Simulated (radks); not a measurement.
# Valence configurations of Nd

Aim: which of several valence configurations of Nd lies lowest at this level, and whether it is the one NIST lists ([Xe] 4f4 6s2).

Method: Dirac Kohn-Sham, PBE, spin-unpolarised, spherical densities, point nucleus; open shells fill j = l - 1/2 first. Code: radks (a radial shooting solver on a logarithmic mesh, Libxc functionals) version 1.

3 further runs of the same task are left out: 3 that didn't finish.

## (1) The system

| Property | Result |
| --- | --- |
| element | neodymium (Z = 60) |
| charge | 0 |
| electrons | 60 |
| configuration | [Xe] 4f4 6s2 |
| others tried | 4f4 5d0.5 6s1.5; 4f4 6s1 6p1; 4f3 5d1.5 6s1.5; 4f6; 4f5.5 5d0.5; 4f2 6s2 6p2 |

## (2) [Xe] 4f4 6s2

Settings of this run:

```text
Z 60
configuration [Xe] 4f4 6s2
relativity Dirac
functional pbe,pbe
spin unpolarised
j_filling energy
nucleus point
c 137.035999084
```

## (3) [Xe] 4f4 5d0.5 6s1.5

Changes since step 2:

```diff
@@ -1,3 +1,3 @@
 Z 60
-configuration [Xe] 4f4 6s2
+configuration [Xe] 4f4 5d0.5 6s1.5
 relativity Dirac
```

## (4) [Xe] 4f4 6s1 6p1

Changes since step 3:

```diff
@@ -1,3 +1,3 @@
 Z 60
-configuration [Xe] 4f4 5d0.5 6s1.5
+configuration [Xe] 4f4 6s1 6p1
 relativity Dirac
```

## (5) [Xe] 4f3 5d1.5 6s1.5

Changes since step 4:

```diff
@@ -1,3 +1,3 @@
 Z 60
-configuration [Xe] 4f4 6s1 6p1
+configuration [Xe] 4f3 5d1.5 6s1.5
 relativity Dirac
```

## (6) [Xe] 4f6

Changes since step 5:

```diff
@@ -1,3 +1,3 @@
 Z 60
-configuration [Xe] 4f3 5d1.5 6s1.5
+configuration [Xe] 4f6
 relativity Dirac
```

## (7) [Xe] 4f5.5 5d0.5

Changes since step 6:

```diff
@@ -1,3 +1,3 @@
 Z 60
-configuration [Xe] 4f6
+configuration [Xe] 4f5.5 5d0.5
 relativity Dirac
```

## (8) [Xe] 4f2 6s2 6p2

Changes since step 7:

```diff
@@ -1,3 +1,3 @@
 Z 60
-configuration [Xe] 4f5.5 5d0.5
+configuration [Xe] 4f2 6s2 6p2
 relativity Dirac
```

**Question.** What will these runs give? Wanted: for each run, valence; E − E(NIST configuration); highest level; its energy; 1s shift.

The runs gave:

```tsv
valence	E − E(NIST configuration) (eV)	highest level	its energy (eV)	1s shift (eV)
4f4 6s2	0.000	4f5/2	-1.839	+0.00
4f4 5d0.5 6s1.5	0.784	4f5/2	-1.203	+0.60
4f4 6s1 6p1	2.193	6p1/2	-1.847	-1.07
4f3 5d1.5 6s1.5	2.271	5d3/2	-2.497	-5.09
4f5.5 5d0.5	5.894	4f5/2	-0.301	+1.85
4f6	7.107	4f5/2	-0.345	+1.95
4f2 6s2 6p2	16.036	6p1/2	-3.170	-19.77
```

In words: Theory agrees with NIST among these: the next, 4f4 5d0.5 6s1.5, lies 0.784 eV higher. The energies are those of spherical spin-averaged densities, not of single terms. The 1s eigenvalue shifts by up to 19.77 eV as the valence charge is rearranged.
